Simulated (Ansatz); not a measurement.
Run this with Ansatz's Python interface and show what comes out.

Script `h3monos2_energy.py`:
```python
# -*- coding: utf-8 -*-
"""Single point of H3MoNOS2."""

import sys

import ansatz as az
from ase import Atoms

atoms = Atoms(["N", "Mo", "O", "S", "S", "H", "H", "H"], positions=[
    (-1.1978, 0.7364, 0.4301),
    (0.3706, -0.2481, -0.4908),
    (1.2786, -1.3949, 0.887),
    (-0.2604, -1.4288, -2.0067),
    (1.7058, 1.1117, -1.276),
    (-0.84, 1.3788, 1.1832),
    (-1.592, 1.447, -0.2932),
    (0.6273, -1.6593, 1.5106),
])
mol = az.Crystal.molecule_from_ase(atoms)

base = (
    mol.calculation()
    .basis(gaussian="def2-SVPD")
    .functional("pbe0")
)
try:
    report = base.run(threads=1, backend="cpu").report
except az.AnsatzError as error:
    sys.exit(f"{type(error).__name__}: {error}")

print("reference energy %16.6f eV" % report["reference_energy_ev"])
print("total energy     %16.6f eV" % report["free_energy_ev"])
print("occupied orbitals outside the frozen core (up, down):", report["n_occupied"], " frozen:", report["n_frozen"], " virtual:", report["n_virtual"])
```

```console
$ python h3monos2_energy.py
reference energy    -27094.544346 eV
total energy        -27094.544346 eV
occupied orbitals outside the frozen core (up, down): [32, 32]  frozen: 0  virtual: [123, 123]
```

Notes:
- The settings weren't tested for convergence.
- The geometry is a force-field or estimated start, not a minimum of this method, and the basis set is short of its limit.
- def2 sets replace the cores of elements past krypton by effective core potentials.
- The whole script took 8.4 s on 1 thread of Arm Neoverse V1, with other jobs on the host, peak memory 0.42 GiB.

(A comment or docstring line of the script was reworded after the run, the code is as it ran; lines on the test bed's own set-up are left out of the output.)
